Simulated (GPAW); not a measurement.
Runs of GPAW 26.7.0 on SnO2. It takes space group P4_2/mnm (No. 136, tetragonal). The conventional cell has a = 4.738 Å, b = 4.738 Å, c = 3.187 Å, α = 90.00°, β = 90.00°, γ = 90.00°. Sn (site symmetry mmm) is surrounded by 6 O at 2.05 to 2.06 Å. O (site symmetry m2m) is surrounded by 3 Sn at 2.05 to 2.06 Å. 

| task | level | potentials or basis | band path | band points | gap on the mesh (eV) | pressure (GPa) | largest force (eV/Å) |
| --- | --- | --- | --- | --- | --- | --- | --- |
| single point | TB-mBJ | GPAW PAW data sets for LDA (gpaw-data 1.2.1), pw | - | - | 3.17 | - | - |
| band structure | PBE | GPAW PAW data sets (gpaw-data 1.2.1), pw | GXMGZRAZ,XR,MA | 100 | (a) | 4.6 | (d) |
| band structure | GLLB-SC | the program's PAW data sets (release 1.2.1) made for this functional, pw | GXMGZRAZ,XR,MA | 80 | 3.40 | - | - |
| band structure | LDA | the program's PAW data sets (release 1.2.1) made for this functional, pw | GXMGZRAZ,XR,MA | 60 | (b) | -8.0 | 0.12 |
| band structure | r2SCAN | GPAW PAW data sets (gpaw-data 1.2.1), pw | GXMGZRAZ,XR,MA | 80 | (c) | -2.7 | 0.39 |

Alike in all rows: no spin polarisation; cell as given; k mesh 6 × 6 × 8; cutoff (eV) 600; smearing fermi-dirac 0.05 eV.

Estimate the missing entries.

(a) 1.31; (b) 1.16; (c) 2.01; (d) 0.27.

Caveats: spin-orbit coupling is left out, which moves the levels of the heavy elements; the cutoff is short for stress and forces, so pressures can be off by a GPa or more (some runs); a model potential gives levels but no total energy (some runs); the PAW data sets were made with another functional, which shifts forces and pressure a little (some runs); the GLLB-SC gap is the Kohn-Sham gap of the path plus the derivative discontinuity (some runs).

A k mesh can miss the band edges, and the runs leave out spin-orbit coupling on Sn.

Not every run made on this cell is shown here.
